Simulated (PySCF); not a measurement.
# (H2B-mu-NHMe)3: geometry, NMR shifts, electronic excitations and core binding energies

What NMR shifts, electronic excitations and core binding energies should (H2B-mu-NHMe)3 show?

Programs: PySCF 2.14.0, with density-fitted response routines of our own. Each step states its level of theory. These are calculated values for one molecule in the gas phase, unless marked as measured. Atoms count from 0, in the outputs and in this text.

### 1 The molecule as given

27 atoms, charge 0, multiplicity 1; geometry from: GFN2-xTB. The atoms were then displaced at random by about 0.03 Å, so the start is not that level's minimum.

Bonds of the start (Å): B0–H1 1.14, B0–H2 1.14, B0–N3 1.61, B0–N13 1.53, N3–C4 1.47, N3–B5 1.66, N3–H15 1.01, C4–H16 1.11, C4–H17 1.12, C4–H18 1.11, B5–H6 1.16, B5–H7 1.16, B5–N8 1.53, N8–C9 1.46, N8–B10 1.59, N8–H19 1.08, C9–H20 1.04, C9–H21 1.04, C9–H22 1.18, B10–H11 1.16, B10–H12 1.23, B10–N13 1.57, N13–C14 1.52, N13–H23 1.05, C14–H24 1.14, C14–H25 1.08, C14–H26 1.12.

### 2 Geometry optimisation at PBE0-D3(BJ)/def2-SVP

Job settings and geometry (Å):

```
{"job": {"xc": "PBE0", "basis": "def2-SVP", "d3": "d3bj", "grid": 1, "maxiter": 40, "shake": 0.03, "kind": "geom"}, "charge": 0, "multiplicity": 1}
B      0.877280    -0.256330     1.187850
H      0.516020    -1.191870     1.739140
H      1.643840     0.431420     1.677650
N     -0.354760     0.767200     1.079330
C     -0.923520     1.092360     2.400180
B     -1.661940     0.211220     0.217050
H     -2.459870     1.045480     0.122620
H     -2.013610    -0.783630     0.701670
N     -1.090880    -0.116960    -1.161600
C     -0.872790     1.046290    -2.015430
B      0.111650    -1.149800    -1.193250
H     -0.196960    -2.176040    -0.749340
H      0.474210    -1.202090    -2.370790
N      1.216510    -0.514610    -0.281640
C      2.432730    -1.418100    -0.285660
H     -0.157480     1.668350     0.672130
H     -1.743470     1.846990     2.375780
H     -0.130930     1.565680     3.033600
H     -1.258810     0.183600     2.937460
H     -1.907650    -0.639830    -1.642810
H     -0.118800     1.668960    -1.651120
H     -1.746570     1.601230    -2.124120
H     -0.549000     0.805290    -3.122490
H      1.536380     0.359600    -0.756740
H      3.294660    -0.969020     0.310530
H      2.766380    -1.535570    -1.301780
H      2.164780    -2.385460     0.222190
```

Command:

```
OMP_NUM_THREADS=1 python probes_run.py task.json out
```

One launch serves the whole session: the jobs run in the order shown.

**Question.** This job is followed by: GIAO PBE0/pcSseg-1 NMR shielding, non-relativistic, gas phase; TDDFT CAM-B3LYP/def2-SVPD, vertical, gas phase, core orbitals frozen in the response; GIAO KT2/pcSseg-1 NMR shielding, non-relativistic, gas phase; delta-SCF UKS SCAN, pcX-2 on the ionised atom (unc-x2c-TZVPall on a metal), pcseg-1 elsewhere, spin-free X2C. What will the session give for the following? point group; rotational constants (main isotopes); ¹³C shifts against TMS (PBE0/pcSseg-1, means over atoms taken as alike); ¹H shifts against TMS (PBE0/pcSseg-1, means over atoms taken as alike); ¹¹B shifts against BF3·OEt2 (PBE0/pcSseg-1, means over atoms taken as alike); ¹⁵N shifts against NH3 (PBE0/pcSseg-1, means over atoms taken as alike); surface potential, 1st and 99th percentile; lowest singlet (CAM-B3LYP/def2-SVPD); brightest single state of those computed; lowest triplet; B1s binding energies, SCAN/pcX-2; N1s binding energies, SCAN/pcX-2; C1s binding energies, SCAN/pcX-2; range of the shift of N3.

**Answer**, as computed:

```
                                                                    quantity                        value
                                                                 point group                           Cs
                                        rotational constants (main isotopes)         1.75, 1.47, 0.92 GHz
     ¹³C shifts against TMS (PBE0/pcSseg-1, means over atoms taken as alike)                     37.9 ppm
      ¹H shifts against TMS (PBE0/pcSseg-1, means over atoms taken as alike)         2.28, 2.27, 1.34 ppm
¹¹B shifts against BF3·OEt2 (PBE0/pcSseg-1, means over atoms taken as alike)                     -9.3 ppm
     ¹⁵N shifts against NH3 (PBE0/pcSseg-1, means over atoms taken as alike)                     45.7 ppm
                                       surface potential, 1st and 99th percentile           -1.30 V and 1.96 V
                                        lowest singlet (CAM-B3LYP/def2-SVPD)  7.05 eV (176 nm), f = 0.026
                                    brightest single state of those computed  state 9, 8.31 eV, f = 0.062
                                                              lowest triplet                      6.87 eV
                                            B1s binding energies, SCAN/pcX-2                 B0 194.46 eV
                                            N1s binding energies, SCAN/pcX-2                 N3 405.77 eV
                                            C1s binding energies, SCAN/pcX-2                 C4 291.58 eV
                                                    range of the shift of N3             45.7 to 52.5 ppm
```

The start was shaken at random, so part of the energy gained undoes that. Relaxing lowered the energy by 1.198 eV in 6 steps; the close pair that moved most is B0–H2, from 1.140 to 1.230 Å. No frequency check was run at this level, so the end point may be a saddle. At PBE0/pcSseg-1: The widest tensor belongs to C4, C9, C14: span 66 ppm, with a paramagnetic part of -98 ppm. The lowest singlet, at 7.05 eV, is HOMO−1→LUMO 0.84 and is weak; of the 10 states computed, the strongest absorption comes from state 9 at 8.31 eV. The lowest triplet lies 0.18 eV below the lowest singlet (triplets in Tamm-Dancoff, singlets in full TDDFT). Across the 2 runs the shift of N3 (with its like atoms) moves most, between 45.7 (PBE0/pcSseg-1) and 52.5 ppm (KT2/pcSseg-1).
